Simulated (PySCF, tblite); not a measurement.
# C13H4FN3: excited states

Aim: compute the excited states of C13H4FN3 (`N#CC(C#N)=C(C#N)C1=CC2=CC(F)=CC2=C1`).

Programs: tblite 0.8.0 and PySCF 2.14.0, with routines of our own; each step states its level. All values are computed. Atoms count from 0.

### 1 The starting structure

21 atoms, charge 0, multiplicity 1; geometry from: force field or distance geometry start.

### 2 Optimising the geometry with GFN2-xTB

Job settings and geometry (Å):

```
{"job": {"kind": "relax", "xc": "GFN2-xTB", "basis": "xTB"}, "charge": 0, "multiplicity": 1}
N     -3.117500     2.483100     0.146700
C     -3.017800     1.350300    -0.018900
C     -2.889300    -0.063100    -0.200800
C     -4.173500    -0.751900    -0.409000
N     -5.200100    -1.303500    -0.557700
C     -1.832100    -0.780500    -0.231400
C     -2.019600    -2.213200    -0.454900
N     -2.181500    -3.344300    -0.611900
C     -0.455000    -0.354000    -0.063600
C      0.594400    -1.182400    -0.101800
C      1.826900    -0.426500     0.093400
C      3.139200    -0.418700     0.195900
C      3.650300     0.922300     0.436000
F      4.968100     1.229700     0.565600
C      2.622200     1.759600     0.471500
C      1.408500     0.951300     0.275300
C      0.093300     0.970000     0.170500
H      0.603200    -2.256300    -0.260700
H      3.742200    -1.309300     0.115000
H      2.689100     2.833500     0.636600
H     -0.459900     1.920900     0.267900
```

The run is started by

```
$ OMP_NUM_THREADS=1 python excited_run.py task.json out
```

This one command runs all jobs of the session in turn.

What it wrote:

```text
step      E/eV     max force
  0   -1173.41485    6.571
  1   -1173.57008    9.647
  2   -1173.65732    7.576
  3   -1174.05180    1.742
  4   -1174.11650    0.974
  5   -1174.12293    1.881
  6   -1174.15726    0.502
  7   -1174.17249    0.395
  8   -1174.17889    0.599
  9   -1174.18024    0.700
 10   -1174.18653    0.172
 11   -1174.18970    0.173
 12   -1174.19234    0.152
 13   -1174.19362    0.092
 14   -1174.19465    0.092
 15   -1174.19577    0.141
 16   -1174.19705    0.135
 17   -1174.19821    0.086
 18   -1174.19913    0.072
 19   -1174.19993    0.102
 20   -1174.20077    0.095
 21   -1174.20169    0.072
 22   -1174.20261    0.060
 23   -1174.20343    0.076
 24   -1174.20412    0.057
 25   -1174.20457    0.042
 26   -1174.20486    0.037
 27   -1174.20508    0.052
 28   -1174.20532    0.052
 29   -1174.20559    0.036
 30   -1174.20587    0.041
 31   -1174.20613    0.036
 32   -1174.20639    0.038
 33   -1174.20660    0.041
 34   -1174.20678    0.032
 35   -1174.20693    0.037
 36   -1174.20709    0.032
 37   -1174.20722    0.033
 38   -1174.20731    0.024
 39   -1174.20737    0.014
 40   -1174.20742    0.016
 41   -1174.20747    0.020
 42   -1174.20753    0.016
 43   -1174.20758    0.011
 44   -1174.20761    0.012
 45   -1174.20764    0.013
 46   -1174.20766    0.014
 47   -1174.20769    0.015
 48   -1174.20771    0.015
 49   -1174.20774    0.016
 50   -1174.20777    0.010
 51   -1174.20779    0.009
```

Run time: 0.55 s. Hardware: 1 thread of Arm Neoverse V2, shared host; peak memory 0.18 GiB.

Relaxation path: (not every step is listed)

| step | energy from step 0 (eV) | largest force (eV/Å) |
| --- | --- | --- |
| 0 | 0.0000 | 6.5712 |
| 1 | -0.1552 | 9.6468 |
| 2 | -0.2425 | 7.5763 |
| 3 | -0.6370 | 1.7415 |
| 4 | -0.7017 | 0.9740 |
| 5 | -0.7081 | 1.8812 |
| 6 | -0.7424 | 0.5016 |
| 7 | -0.7576 | 0.3951 |
| 8 | -0.7640 | 0.5985 |
| 11 | -0.7749 | 0.1730 |
| 14 | -0.7798 | 0.0920 |
| 17 | -0.7834 | 0.0857 |
| 20 | -0.7859 | 0.0951 |
| 23 | -0.7886 | 0.0763 |
| 26 | -0.7900 | 0.0370 |
| 29 | -0.7907 | 0.0361 |
| 32 | -0.7915 | 0.0383 |
| 35 | -0.7921 | 0.0367 |
| 38 | -0.7925 | 0.0236 |
| 41 | -0.7926 | 0.0205 |
| 44 | -0.7928 | 0.0122 |
| 46 | -0.7928 | 0.0145 |
| 47 | -0.7928 | 0.0151 |
| 48 | -0.7929 | 0.0151 |
| 49 | -0.7929 | 0.0159 |
| 50 | -0.7929 | 0.0103 |
| 51 | -0.7929 | 0.0095 |

Close pairs (by a distance rule), those that changed most:

| bond | before (Å) | after (Å) | change (Å) |
| --- | --- | --- | --- |
| C2–C5 | 1.278 | 1.378 | +0.100 |
| C2–C3 | 1.472 | 1.413 | -0.059 |
| C10–C11 | 1.316 | 1.356 | +0.040 |
| C5–C6 | 1.462 | 1.422 | -0.040 |
| C8–C16 | 1.452 | 1.491 | +0.039 |
| C8–C9 | 1.338 | 1.375 | +0.037 |
| C16–H20 | 1.104 | 1.073 | -0.031 |
| C3–N4 | 1.175 | 1.146 | -0.029 |

The next job starts from the end point, and lists it.

### 3 Harmonic vibrations with GFN2-xTB

Job settings and geometry (Å):

```
{"job": {"kind": "ir", "xc": "GFN2-xTB", "basis": "xTB"}, "charge": 0, "multiplicity": 1}
N     -3.059293     2.470034     0.144536
C     -2.968703     1.336303    -0.011193
C     -2.921723    -0.055988    -0.207197
C     -4.191439    -0.649729    -0.389021
N     -5.230835    -1.110632    -0.534247
C     -1.779943    -0.827797    -0.230881
C     -1.965531    -2.221439    -0.444463
N     -2.104512    -3.344914    -0.615642
C     -0.430697    -0.399341    -0.067167
C      0.659128    -1.236150    -0.106553
C      1.828410    -0.428526     0.097884
C      3.181035    -0.463801     0.193731
C      3.609299     0.915987     0.425589
F      4.896423     1.227899     0.566653
C      2.566265     1.773942     0.472359
C      1.381303     0.954662     0.265286
C      0.040416     0.995097     0.170280
H      0.644018    -2.299260    -0.261974
H      3.852468    -1.299779     0.122423
H      2.594107     2.833896     0.628235
H     -0.609115     1.846480     0.245000
```

What it wrote:

```text
mode    cm-1     km/mol
  1      35.7      0.02
  2      40.8      1.30
  3      69.8      4.21
  4      83.1      2.70
  5     109.1      1.04
  6     131.1      9.94
  7     132.3     14.16
  8     181.5      0.14
  9     196.4      4.57
 10     222.6      9.99
 11     270.4      2.84
 12     303.8      2.91
 13     359.3     11.78
 14     388.3      2.53
 15     389.4      2.45
 16     421.6      2.42
 17     467.2      6.06
 18     511.2      8.29
 19     519.0      0.57
 20     534.0      7.24
 21     548.2      7.96
 22     570.0      2.76
 23     581.0      3.07
 24     591.1      5.71
 25     639.8      0.91
 26     672.6      0.85
 27     699.5     28.54
 28     783.5     26.66
 29     788.6      9.60
 30     803.1      0.32
 31     822.5     18.23
 32     851.5      0.02
 33     884.1      0.08
 34     931.1     84.51
 35     952.3      4.42
 36    1051.7      6.99
 37    1093.6      1.33
 38    1098.1      1.70
 39    1138.6     43.47
 40    1175.1     19.52
 41    1192.1      7.87
 42    1210.7     27.16
 43    1260.9     35.49
 44    1300.0     18.74
 45    1339.8      6.54
 46    1462.5   1030.99
 47    1500.9     48.83
 48    1570.8    228.04
 49    1623.7      3.84
 50    1643.2     12.28
 51    2328.8    142.21
 52    2362.4    296.30
 53    2376.0    129.68
 54    3146.1      0.59
 55    3147.6      6.18
 56    3165.8      3.92
 57    3176.4      0.62
```

Wall time 1.3 s (1 thread of Arm Neoverse V2, shared host); peak memory 0.18 GiB.

The strongest bands and the atoms that carry them (share of the mass-weighted mode):

| cm⁻¹ | km/mol | atoms |
| --- | --- | --- |
| 931 | 84.5 | C11 42 %, C14 19 % |
| 1139 | 43.5 | H20 23 %, H17 22 %, C14 13 %, C10 11 % |
| 1462 | 1031.0 | C8 33 %, C9 18 %, C5 17 % |
| 1501 | 48.8 | C2 35 %, C5 25 %, C8 17 %, C9 16 % |
| 1571 | 228.0 | C12 37 %, C14 23 %, C10 13 % |
| 2329 | 142.2 | C1 39 %, N0 26 %, C3 20 %, N4 13 % |
| 2362 | 296.3 | C3 37 %, N4 24 %, C1 16 %, N0 11 % |
| 2376 | 129.7 | C6 52 %, N7 35 % |

### 4 Excited states: TDA wB97X-D/def2-SVP

Settings changed since step 3:

```diff
@@ -1,2 +1,2 @@
-{"job": {"kind": "ir", "xc": "GFN2-xTB", "basis": "xTB"}, "charge": 0, "multiplicity": 1}
+{"job": {"kind": "states", "xc": "wB97X-D", "basis": "def2-SVP", "tda": true, "soc": true, "nstates": 8, "ntriplets": 5, "nquad": 4}, "charge": 0, "multiplicity": 1}
 N     -3.059293     2.470034     0.144536
```

Level: TDA wB97X-D/def2-SVP excited states, vertical, gas phase, spin-orbit mean-field couplings.

What it wrote:

```text
coarse grid: 20872 points
cycle   1  E = -760.4713160904  dE =  4.195e+00  |g| = 1.050e+00  |ddm| = 6.424e+00
cycle   2  E = -760.0106087368  dE =  4.607e-01  |g| = 1.843e+00  |ddm| = 2.770e+00
cycle   3  E = -760.7472183301  dE = -7.366e-01  |g| = 1.591e-01  |ddm| = 1.713e+00
cycle   4  E = -760.7507013024  dE = -3.483e-03  |g| = 1.142e-01  |ddm| = 2.900e-01
cycle   5  E = -760.7538257381  dE = -3.124e-03  |g| = 1.947e-02  |ddm| = 1.468e-01
cycle   6  E = -760.7539824390  dE = -1.567e-04  |g| = 1.079e-02  |ddm| = 4.425e-02
cycle   7  E = -760.7540388171  dE = -5.638e-05  |g| = 3.393e-03  |ddm| = 2.025e-02
cycle   8  E = -760.7540576428  dE = -1.883e-05  |g| = 1.858e-03  |ddm| = 1.429e-02
cycle   9  E = -760.7540636653  dE = -6.022e-06  |g| = 1.118e-03  |ddm| = 8.247e-03
final grid: 211776 points
cycle  10  E = -760.8663431858  dE = -1.091e-04  |g| = 9.623e-03  |ddm| = 1.027e-01
cycle  11  E = -760.8663207679  dE =  2.242e-05  |g| = 1.451e-02  |ddm| = 2.363e-02
cycle  12  E = -760.8663628861  dE = -4.212e-05  |g| = 2.164e-03  |ddm| = 1.240e-02
cycle  13  E = -760.8663641875  dE = -1.301e-06  |g| = 7.873e-04  |ddm| = 2.879e-03
cycle  14  E = -760.8663647897  dE = -6.022e-07  |g| = 3.637e-04  |ddm| = 2.215e-03
cycle  15  E = -760.8663650450  dE = -2.553e-07  |g| = 2.377e-04  |ddm| = 1.435e-03
cycle  16  E = -760.8663652254  dE = -1.804e-07  |g| = 1.458e-04  |ddm| = 1.689e-03
cycle  17  E = -760.8663652673  dE = -4.183e-08  |g| = 6.358e-05  |ddm| = 8.982e-04
cycle  18  E = -760.8663652726  dE = -5.344e-09  |g| = 2.327e-05  |ddm| = 3.266e-04
cycle  19  E = -760.8663652732  dE = -5.921e-10  |g| = 1.208e-05  |ddm| = 1.009e-04
converged SCF energy = -760.8663652732

Singlet excitations
state   eV       nm        f     d(h-e)  d(exc)  Lambda  PR(NTO)  |dmu|/D   mu/D   main configurations
  1   1.5546   797.5   0.03365   0.416   3.476   0.737   1.017    1.142    7.187   H->L 0.84, H->L+1 0.12
  2   3.5516   349.1   0.21643   1.698   4.368   0.708   1.496    3.468    9.923   H->L+1 0.71, H-1->L 0.17
  3   4.1370   299.7   0.37468   0.545   3.499   0.801   1.438    0.785    6.944   H-2->L 0.67, H-2->L+1 0.08
  4   4.5210   274.2   0.89411   1.416   4.320   0.733   1.318    2.227    4.418   H-1->L 0.67, H-2->L 0.12
  5   5.0161   247.2   0.00001   0.321   3.067   0.422   1.033                     H-5->L 0.55, H-9->L 0.16
  6   5.2117   237.9   0.05677   2.301   4.311   0.761   1.214                     H-2->L+1 0.62, H-1->L+1 0.23
  7   5.3838   230.3   0.00000   1.820   4.000   0.287   1.050                     H-4->L 0.65, H-4->L+1 0.25
  8   5.5483   223.5   0.11319   0.350   3.673   0.729   1.729                     H-3->L 0.73, H-1->L+1 0.10, H->L+4 0.09

Triplet excitations (Tamm-Dancoff)
state   eV     d(h-e)  d(exc)  Lambda  PR(NTO)   main configurations
  1   0.6673   0.380   3.430   0.742   1.069   H->L 0.90
  2   2.0577   0.610   3.476   0.735   1.609   H->L+1 0.61, H-2->L 0.20
  3   2.1576   0.207   2.877   0.782   1.104   H-2->L 0.45, H-1->L 0.34, H-2->L+1 0.11
  4   3.4345   0.857   4.330   0.746   1.505   H-1->L 0.42, H->L+1 0.23, H-2->L 0.14
  5   3.6225   0.372   3.101   0.760   2.145   H-3->L 0.36, H-1->L+1 0.34
S1 - T1 = 0.8872 eV

Spin-orbit couplings |<S|Hso|T>| (cm-1)
             T1       T2       T3       T4       T5
S0        0.016    0.031    0.011    0.017    0.062
S1        0.001    0.014    0.001    0.021    0.003
S2        0.019    0.006    0.002    0.008    0.007
S3        0.001    0.006    0.005    0.011    0.007
S4        0.006    0.006    0.006    0.005    0.006
S5        1.779    3.039    3.832    3.991    4.009
S6        0.006    0.002    0.020    0.004    0.004
S7        2.091    3.148    0.750    4.585    4.270
S8        0.008    0.009    0.004    0.009    0.009
T1 sublevels (cm-1): 0.000 0.000 0.000   radiative rates (1/s): 1.69e-07 1.53e-07 1.39e-06
```

It took 2.3 min on 1 thread of Arm Neoverse V2, shared host; peak memory 1.2 GiB.

From this job:

| quantity | value |
| --- | --- |
| S1 less T1 | 0.89 eV |

### 5 Summary of results

| quantity | value |
| --- | --- |
| strongest single infrared mode (GFN2-xTB) | 1462 cm⁻¹, 1031 km/mol |
| zero-point energy (GFN2-xTB) | 79.8 kcal/mol |
| S1 less T1 (step 4, TDA wB97X-D/def2-SVP) | 0.89 eV |

**Reading.** No mode is imaginary among the 57: a minimum at this level. The strongest single mode, at 1462 cm⁻¹, has its largest shares on C8, C9 and C5 (the list is cut at 3 atoms). GFN2-xTB is a fitted tight-binding method: band positions and strengths are rough. Its intensities can rank the bands wrongly. In step 4, the number of triplets below S1 is 1, and the largest singlet-triplet spin-orbit coupling is S7–T4, 4.58 cm⁻¹.
